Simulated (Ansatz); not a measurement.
# ZrH2 (singlet): the correlation ladder, def2-TZVPP

One table from this session's results is given with a row withheld; the runs are named, their logs left out.

Computed with Ansatz 0.2.0, Gaussian basis. Level: def2-TZVPP, core rule «outside noble gas», up to 4 orbitals frozen.

The runs, in order: UHF; CCSD(T) on RHF; CCSD(T) on UHF; CCSDT(Q) on RHF; CCSDT(Q) on UHF.

20 further runs of the same task are left out: 6 for a known fault of the program, 6 that didn't finish, 8 set aside as unsound or not needed. Runs told in other sessions of the task aren't counted.

### What is computed

The geometry is a PBE0/def2-TZVP stationary point (not a proven minimum). No spin-orbit coupling is included. Elements past krypton take def2 core potentials.

3 atoms, charge 0, spin multiplicity 1.

Atoms are counted from 1 here; the program's logs count them from 0.

Bond lengths: Zr1–H2 1.929 Å, Zr1–H3 1.929 Å. Angles: H2–Zr1–H3 180.0°.

As a file:

```mol
H2Zr
  3D, bonds by distance, orders not assigned

  3  2  0  0  0  0  0  0  0  0999 V2000
    0.0000    0.0000    0.0000 Zr  0  0
    0.0000    0.0000   -1.9288 H   0  0
    0.0000    0.0000    1.9288 H   0  0
  1  2  8  0
  1  3  8  0
M  END
```

The first run:

in.yaml

```yaml
crystal:
  periodic: [false, false, false]
  atoms:
    - {symbol: Zr, position_ang: [0.000000, 0.000000, 0.000000]}
    - {symbol: H, position_ang: [0.000000, 0.000000, -1.928800]}
    - {symbol: H, position_ang: [0.000000, 0.000000, 1.928800]}
basis:
  gaussian: {orbitals: def2-TZVPP}
magnetization: {spin_polarized: true, initial_magnetization: 0}
hamiltonian: {xc: hf}
output: {orbitals: {seedname: orbitals}}
```

On the command line:

```console
ansatz run in.yaml --threads 1 --pin off --events-out ev --progress --plain --max-ram 2393MiB
```

Among the steps run: UHF; CCSD(T) on RHF; CCSD(T) on UHF; CCSDT(Q) on RHF; CCSDT(Q) on UHF.

One table of the session follows, with a row left open; its other results are not shown here.

```
   method  from RCCSDT(Q) (kJ/mol)
      RHF                   +352.8
      UHF                   +254.6
     RMP2                   +102.8
     UMP2                    +49.5
    RCCSD                    +23.5
    UCCSD                    -11.2
 RCCSD(T)                     +6.7
 UCCSD(T)                    -18.7
   RCCSDT                     +1.4
   UCCSDT                    -22.4
RCCSDT(Q)                        0
UCCSDT(Q)                        ?
```

**Question.** Estimate the row for UCCSDT(Q).

The run gave: from RCCSDT(Q) (kJ/mol): -22.9. In the column «from RCCSDT(Q) (kJ/mol)» it is the lowest.

The program flags UCCSD(T), UCCSDT(Q) as in doubt (see the logs), so read those rows with care; the flags are other amplitudes.

With the free atoms at the same levels and basis (separate runs), the atomisation energy is 4.814 eV at RCCSDT(Q), 4.779 eV at RCCSD(T), 5.042 eV at UCCSD(T), 2.825 eV at RHF.

Caveats from the session: The determinant of HF (⟨S²⟩ 1.00) is far from a pure spin state, so its energy mixes those of several spin states; that is harmless only where they are near-degenerate. The determinant of CCSD(T) (⟨S²⟩ 1.00) is far from a pure spin state, so its energy mixes those of several spin states; high orders of coupled cluster remove much of that, low ones don't. The determinant of CCSDT(Q) (⟨S²⟩ 1.00) is far from a pure spin state, so its energy mixes those of several spin states; high orders of coupled cluster remove much of that, low ones don't. The program flags UCCSD(T), UCCSDT(Q) as in doubt, so read those rows with care; the flags are other amplitudes. Warnings: restricted reference is unstable; spin contamination. Restricted and unrestricted rows rest on different reference determinants; a gap between their highest levels can come from leftover correlation error, from unlike frozen cores or from another state.
